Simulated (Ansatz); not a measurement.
# [SnH5]− (SMILES [H][Sn-]([H])([H])([H])[H]) at 6 levels

We compute a comparison of 6 runs (PBE0/STO-3G, SVWN5/STO-3G, UB3LYP/STO-3G, r2SCAN/STO-3G, BCCD(T)/STO-3G, UCCSD(T)/STO-3G) of [SnH5]−. 

Program for the calculation: Ansatz 0.2.0.

1 further run of the same task is left out (set aside as unsound or not needed).

### 1 Starting point

The species is [SnH5]− (6 atoms), meant as a singlet with charge -1. As SMILES, `[H][Sn-]([H])([H])([H])[H]`. The H2–Sn1 distance was set to 2.828 Å, away from the relaxed value. At this shape a bond of the SMILES string is far longer than usual.

Bond lengths: Sn1–H3 1.889 Å, Sn1–H4 1.782 Å, Sn1–H5 1.783 Å, Sn1–H6 1.782 Å. Angles: H3–Sn1–H4 90.0°, H3–Sn1–H5 89.9°, H3–Sn1–H6 90.2°, H4–Sn1–H5 120.0°, H4–Sn1–H6 120.0°, H5–Sn1–H6 119.9°.

### 2 A single-point energy at PBE0/STO-3G (run 1)

Contents of input.yaml:

```yaml
crystal:
  periodic: [false, false, false]
  atoms:
    - symbol: Sn
      position_ang: [0.010710, 0.001030, -0.942233]
    - symbol: H
      position_ang: [-0.020070, -0.006290, 1.885790]
    - symbol: H
      position_ang: [0.030510, 0.013160, -2.830683]
    - symbol: H
      position_ang: [1.793040, 0.013220, -0.923793]
    - symbol: H
      position_ang: [-0.892210, 1.538410, -0.946073]
    - symbol: H
      position_ang: [-0.870690, -1.547320, -0.956273]
basis:
  gaussian: {orbitals: STO-3G}
total_charge: -1
hamiltonian: {xc: {name: PBE0}}
accuracy: high
```

Launch:

```sh
$ ansatz run input.yaml --threads 1 --pin off --max-ram 2610MiB --events-out events.jsonl --progress --plain --runs-dir runs
```

The program printed:

```text
Warning: RAYON_NUM_THREADS=1 ignored (pool sized by the plan → 1); use --threads N
Functional definition: PBE0
  name "PBE0"
  parameter a = 0.25
  parameter kappa = 0.804
  parameter beta = 0.06672455060314922
  exchange = (1 - a)*pbe_x(kappa = kappa, mu = beta*pi^2/3) + a*exact_x
  correlation = pbe_c(beta = beta)
566 factors; integrals over basis functions are off by at most 4.7e-9 eV
mean field evaluation 1: about -162387.4635 eV, gradient 1.4e1 eV
mean field evaluation 2: about -162379.6901 eV, gradient 3.0e1 eV
mean field evaluation 4: about -162389.9313 eV, gradient 1.1e0 eV
mean field evaluation 8: about -162389.8747 eV, gradient 3.6e-2 eV
mean field evaluation 16: about -162389.8747 eV, gradient 1.3e-7 eV
mean field -162389.87472548 eV, -5967.7178243508 hartree, gradient 2.8e-8 eV, S^2 0.000000; 0 other end points of the search recorded, 0 dependent functions left out
reference -162389.87472697 eV, -5967.7178244055 hartree; 28, 28 occupied and 4, 4 virtual orbitals, 566 factors
Total energy: -162389.87472697 eV, -5967.7178244055 hartree
```

It took 1.1 s on 1 thread of AMD EPYC 9R14 (Zen 4), shared host; peak memory 0.13 GiB.

### 3 The energy at SVWN5/STO-3G (run 2)

Contents of in.yaml:

```yaml
basis:
  gaussian:
    orbitals: STO-3G
crystal:
  periodic: [false, false, false]
  atoms:
    - {symbol: Sn, position_ang: [0.010710, 0.001030, -0.942233]}
    - {symbol: H, position_ang: [-0.020070, -0.006290, 1.885790]}
    - {symbol: H, position_ang: [0.030510, 0.013160, -2.830683]}
    - {symbol: H, position_ang: [1.793040, 0.013220, -0.923793]}
    - {symbol: H, position_ang: [-0.892210, 1.538410, -0.946073]}
    - {symbol: H, position_ang: [-0.870690, -1.547320, -0.956273]}
total_charge: -1
hamiltonian:
  xc: {name: SVWN5}
accuracy: high
```

Launch:

```sh
$ ansatz run in.yaml --threads 1 --pin off --max-ram 2610MiB --events-out events.jsonl --progress --plain --runs-dir runs
```

The program printed:

```text
Warning: RAYON_NUM_THREADS=1 ignored (pool sized by the plan → 1); use --threads N
Functional definition: SVWN5
  name "SVWN5"
  exchange = slater_x
  correlation = vwn5_c
566 factors; integrals over basis functions are off by at most 4.7e-9 eV
mean field evaluation 1: about -162236.1187 eV, gradient 1.7e1 eV
mean field evaluation 2: about -162222.9475 eV, gradient 2.6e1 eV
mean field evaluation 4: about -162239.1467 eV, gradient 5.4e0 eV
mean field evaluation 8: about -162239.1481 eV, gradient 5.4e0 eV
mean field evaluation 16: about -162239.3017 eV, gradient 4.1e-7 eV
mean field -162239.30173554 eV, -5962.1843690328 hartree, gradient 6.2e-9 eV, S^2 0.000000; 0 other end points of the search recorded, 0 dependent functions left out
reference -162239.30173745 eV, -5962.1843691030 hartree; 28, 28 occupied and 4, 4 virtual orbitals, 566 factors
Total energy: -162239.30173745 eV, -5962.1843691030 hartree
```

Wall time 0.91 s (1 thread of AMD EPYC 9R14 (Zen 4), shared host); peak memory 0.11 GiB.

Runs 3 to 5 aren't shown in full; the table further down has their settings and results.

### 4 The energy at UCCSD(T)/STO-3G (run 6)

Contents of run.yaml:

```yaml
crystal:
  periodic: [false, false, false]
  atoms:
    - symbol: Sn
      position_ang: [0.010710, 0.001030, -0.942233]
    - symbol: H
      position_ang: [-0.020070, -0.006290, 1.885790]
    - symbol: H
      position_ang: [0.030510, 0.013160, -2.830683]
    - symbol: H
      position_ang: [1.793040, 0.013220, -0.923793]
    - symbol: H
      position_ang: [-0.892210, 1.538410, -0.946073]
    - symbol: H
      position_ang: [-0.870690, -1.547320, -0.956273]
basis:
  gaussian:
    orbitals: STO-3G
total_charge: -1
magnetization:
  spin_polarized: true
  initial_magnetization: 0
correlation:
  method: ccsd_t
  frozen_orbitals: {H: 0, Sn: 18}
accuracy: high
scf:
  omitted_lower_state_checks: [cluster_reference, increment]
```

Launch:

```sh
$ ansatz run run.yaml --threads 1 --pin off --max-ram 2610MiB --events-out events.jsonl --progress --plain --runs-dir runs
```

The program printed, cut to the lines that bear on the results:

```text
Warning: RAYON_NUM_THREADS=1 ignored (pool sized by the plan → 1); use --threads N
Functional definition: HF
  name "HF"
[...]
566 factors; integrals over basis functions are off by at most 4.7e-9 eV
[...]
mean field -162338.22848924 eV, -5965.8198601762 hartree, gradient 7.9e-9 eV, S^2 0.341765; 4 other end points of the search recorded, 0 dependent functions left out
18 core orbitals not correlated: weight in the atoms' cores, before any rotation towards them, 1.000 or more for the frozen orbitals, at most 0.000 for the correlated occupied ones
reference -162338.22848924 eV, -5965.8198601762 hartree; 10, 10 occupied and 4, 4 virtual orbitals, 566 factors
second order -1.31131705 eV of doubles, -0.00000000 eV of singles
cycle   1  -1.60645540 eV  change   -4.9e-1 eV  update   7.5e-2
[...]
cycle  26  -2.36822971 eV  change   -2.1e-9 eV  update  5.7e-10
perturbative correction -0.05368224 eV, -0.0019727860 hartree
WARN: these amplitudes may be one of several solutions (largest doubles amplitude 0.21, level shift 3.68 eV)
Total energy: -162340.65040120 eV, -5965.9088637990 hartree
Checks for a lower state left out: cluster_reference, increment
```

It took 0.97 s on 1 thread of AMD EPYC 9R14 (Zen 4), shared host; peak memory 0.12 GiB.

### 5 Overview of the runs

```csv
run,level,frozen core orbitals,energy (Eh),wall time
1,PBE0/STO-3G,–,-5967.717824,1.1 s
2,SVWN5/STO-3G,–,-5962.184369,0.91 s
3,UB3LYP/STO-3G,–,-5968.026425,2.2 s
4,r2SCAN/STO-3G,–,-5968.200516,2.5 s
5,BCCD(T)/STO-3G,18,-5965.909269,0.42 s
6,UCCSD(T)/STO-3G,18,-5965.908864,0.97 s
```

### 6 Summary of results

```
                                           quantity           value
                                run 6: total energy  -5965.90886 Eh
run 6: correlation energy (18 core orbitals frozen)       -89.0 mEh
                              run 6: (T) correction       -1.97 mEh
           run 6: ⟨S²⟩ of the reference determinant           0.342
                               run 6: T1 diagnostic           0.051
```

What this shows: Totals of different functionals can't be ranked against each other. In run 5 the log says that unrestricted orbitals would lower the reference, so the values rest on an unstable closed-shell determinant (other closed-shell runs at this shape may share the fault). In runs 1, 2, 3, 4, 5, 6 the basis is minimal, so the values are rough. In runs 1, 2, 3, 4, 5, 6 relativity is left out where basis or elements ask for it. Spin contamination of the reference: run 6 ⟨S²⟩ = 0.34. All runs together took 8.2 s, the longest 2.5 s.
